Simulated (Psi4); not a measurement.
**WO3 (tungsten trioxide): TPSSh/def2-SVPD (core potential)**

Aim: the energy change on altering one bond length of WO3 (tungsten trioxide) at TPSSh/def2-SVPD (core potential), from 2 runs. 

The results are computed with Psi4 1.11.

1 further run of the same task is left out (set aside as unsound or not needed).

### Step 1. The system as given

WO3: 4 atoms, total charge 0, spin state singlet. SMILES: `[O]=[W](=[O])=[O]`. Geometry: relaxed at PBE0-D4/def2-TZVP.

Bond lengths: O1–W2 1.716 Å, W2–O3 1.716 Å, W2–O4 1.716 Å. Angles: O1–W2–O3 107.5°, O1–W2–O4 107.5°, O3–W2–O4 107.5°.

### Step 2. Energy and forces at TPSSh/def2-SVPD (core potential)

o3w.xyz

```xyz
4
O3W
O     -0.237500     0.265200     1.555000
W     -0.366400    -0.283700    -0.065200
O      1.071700    -1.143300    -0.433900
O     -0.412200     1.101500    -1.076300
```

run.py

```python
import psi4

psi4.set_memory('1600 MB')
psi4.set_num_threads(1)
psi4.set_output_file('output.dat', False)

with open('o3w.xyz') as f:
    atoms = ''.join(f.readlines()[2:])
geom = psi4.geometry('0 1\n' + atoms + 'symmetry c1\nno_reorient\nno_com')

psi4.set_options({
    'basis': 'def2-SVPD',
    'puream': True,
    'e_convergence': 1e-09,
    'd_convergence': 1e-08,
    'scf_type': 'pk',
    'dft_radial_points': 99,
    'dft_spherical_points': 590,
})

energy_value, wavefunction = psi4.gradient('tpssh', return_wfn=True)
print('gradient / Eh bohr^-1')
print(energy_value.np.round(6))
print(f'energy = {wavefunction.energy():.10f} Eh')
```

Launch:

```sh
python run.py
```

output.dat:

```text
[...]
    !!!  WARNING: ECP capability is in beta. Please check occupations closely.  !!!
[...]
  Running in c1 symmetry.
[...]
  Nuclear repulsion =  140.368928856597250
[...]
  Multiplicity = 1
[...]
  Nalpha       = 19
  Nbeta        = 19
[...]
    Number of basis functions: 104
[...]
   @RKS iter   1:  -291.38107561550879    2.05746e-01   1.66005e-02 ADIIS/DIIS
[...]
   @RKS iter  14:  -292.66932837661557   -1.53477e-12   3.07808e-09 DIIS
[...]
    Orbital Energies [Eh]
    ---------------------
    Doubly Occupied:
       1A    -19.089874     2A    -19.089870     3A    -19.089861
       4A     -3.030057     5A     -1.698919     6A     -1.698911
       7A     -1.697793     8A     -0.908003     9A     -0.887970
      10A     -0.887961    11A     -0.418182    12A     -0.418177
      13A     -0.397144    14A     -0.396431    15A     -0.396415
      16A     -0.340740    17A     -0.308448    18A     -0.308446
      19A     -0.300196
[...]
  @RKS Final Energy:  -292.66932837661557
   => Energetics <=
    Nuclear Repulsion Energy =            140.3689288565972504
    One-Electron Energy =                -702.7482674460068210
    Two-Electron Energy =                 299.8284453113184327
    DFT Exchange-Correlation Energy =     -30.1184350985244293
    Empirical Dispersion Energy =           0.0000000000000000
    VV10 Nonlocal Energy =                  0.0000000000000000
    Total Energy =                       -292.6693283766155673
[...]
 Multipole Moments:
 ------------------------------------------------------------------------------------
     Multipole            Electronic (a.u.)      Nuclear  (a.u.)        Total (a.u.)
 ------------------------------------------------------------------------------------
 L = 1.  Multiply by 2.5417464519 to convert [e a0] to [Debye]
 Dipole X            :          1.5285502           -3.3138237           -1.7852735
 Dipole Y            :          2.8672268           -4.1282957           -1.2610689
 Dipole Z            :          0.7655838           -1.0476642           -0.2820804
 Magnitude           :                                                    2.2038751
[...]
  -Total Gradient:
     Atom            X                  Y                   Z
    ------   -----------------  -----------------  -----------------
       1       -0.004240769747    -0.008008551083    -0.018277696538
       2        0.025026321539     0.017620655454     0.004002651132
       3       -0.018670771316     0.007540676398     0.003596520848
       4       -0.002255654143    -0.017172721645     0.010688214572
[...]
```

On the terminal:

```text
gradient / Eh bohr^-1
[[-0.004241 -0.008009 -0.018278]
 [ 0.025026  0.017621  0.004003]
 [-0.018671  0.007541  0.003597]
 [-0.002256 -0.017173  0.010688]]
energy = -292.6693283766 Eh
```

It took 42 s on 1 thread of AMD EPYC 9B14 (Zen 4), shared host; peak memory 0.69 GiB.

### Step 3. The distorted shape at the same level

o3w.in

```
memory 1.6 GB

molecule {
  0 1
  O     -0.668958     0.523097     1.665617
  W     -0.797858    -0.025803     0.045417
  O      1.071700    -1.143300    -0.433900
  O     -0.843658     1.359397    -0.965683
  symmetry c1
  no_reorient
  no_com
}

set {
  puream true
  e_convergence 1e-09
  d_convergence 1e-08
  scf_type pk
  dft_radial_points 99
  dft_spherical_points 590
}

E, wfn = gradient('tpssh/def2-SVPD', return_wfn=True)
oeprop(wfn, 'WIBERG_LOWDIN_INDICES', 'MAYER_INDICES', 'LOWDIN_CHARGES', title='TPSSH')
```

Launch:

```sh
psi4 -i o3w.in -o o3w.out -n 1
```

o3w.out:

```text
[...]
    !!!  WARNING: ECP capability is in beta. Please check occupations closely.  !!!
[...]
  Running in c1 symmetry.
[...]
  Nuclear repulsion =  129.105406971355535
[...]
  Multiplicity = 1
[...]
  Nalpha       = 19
  Nbeta        = 19
[...]
    Number of basis functions: 104
[...]
   @RKS iter   1:  -290.84511421947258    4.76652e-01   1.79309e-02 DIIS/ADIIS
[...]
   @RKS iter  18:  -292.56888902191679   -1.09139e-11   2.70512e-09 DIIS
[...]
    Orbital Energies [Eh]
    ---------------------
    Doubly Occupied:
       1A    -19.129839     2A    -19.129824     3A    -19.087413
       4A     -3.060471     5A     -1.730832     6A     -1.727025
       7A     -1.706001     8A     -0.934637     9A     -0.921090
      10A     -0.829531    11A     -0.440920    12A     -0.430388
      13A     -0.413256    14A     -0.395057    15A     -0.394233
      16A     -0.337306    17A     -0.318963    18A     -0.274122
      19A     -0.261566
[...]
  @RKS Final Energy:  -292.56888902191679
   => Energetics <=
    Nuclear Repulsion Energy =            129.1054069713555350
    One-Electron Energy =                -679.8426878025943552
    Two-Electron Energy =                 288.0766084203444848
    DFT Exchange-Correlation Energy =     -29.9082166110224108
    Empirical Dispersion Energy =           0.0000000000000000
    VV10 Nonlocal Energy =                  0.0000000000000000
    Total Energy =                       -292.5688890219167888
[...]
 Multipole Moments:
 ------------------------------------------------------------------------------------
     Multipole            Electronic (a.u.)      Nuclear  (a.u.)        Total (a.u.)
 ------------------------------------------------------------------------------------
 L = 1.  Multiply by 2.5417464519 to convert [e a0] to [Debye]
 Dipole X            :         25.5600087          -27.7739474           -2.2139387
 Dipole Y            :        -11.1684514           10.4923453           -0.6761061
 Dipole Z            :         -5.2911213            5.2234109           -0.0677104
 Magnitude           :                                                    2.3158645
[...]
  -Total Gradient:
     Atom            X                  Y                   Z
    ------   -----------------  -----------------  -----------------
       1        0.001960390256    -0.001387080875     0.007714675997
       2       -0.118827349990     0.065693761572     0.028829704872
       3        0.115846778406    -0.067773182333    -0.029234524402
       4        0.000965298010     0.003431463178    -0.007317394801
[...]
```

It took 52 s on 1 thread of AMD EPYC 9B14 (Zen 4), shared host; peak memory 0.69 GiB.

### Step 4. Results

At TPSSh/def2-SVPD (core potential):

| quantity | value |
| --- | --- |
| first shape: total energy | -292.66933 Eh |
| first shape: dipole moment | 5.60 D |
| first shape: HOMO energy | -8.17 eV |
| first shape: LUMO energy | -5.13 eV |
| first shape: HOMO–LUMO gap | 3.04 eV |
| first shape: largest force on an atom | 1.587 eV/Å |
| distorted shape: total energy | -292.56889 Eh |
| distorted shape: dipole moment | 5.89 D |
| distorted shape: HOMO energy | -7.12 eV |
| distorted shape: LUMO energy | -5.71 eV |
| distorted shape: HOMO–LUMO gap | 1.40 eV |
| distorted shape: largest force on an atom | 7.138 eV/Å |
| energy change with the W2–O3 bond stretched from 1.716 to 2.230 Å | 2.733 eV |

**Reading.** With the W2–O3 bond stretched from 1.716 to 2.230 Å the energy rises by 2.73 eV (264 kJ/mol). The first shape isn't relaxed at this level, so the change isn't measured from a minimum. The largest force (first shape) is 1.59 eV/Å: the shape isn't a stationary point for this species at this level.
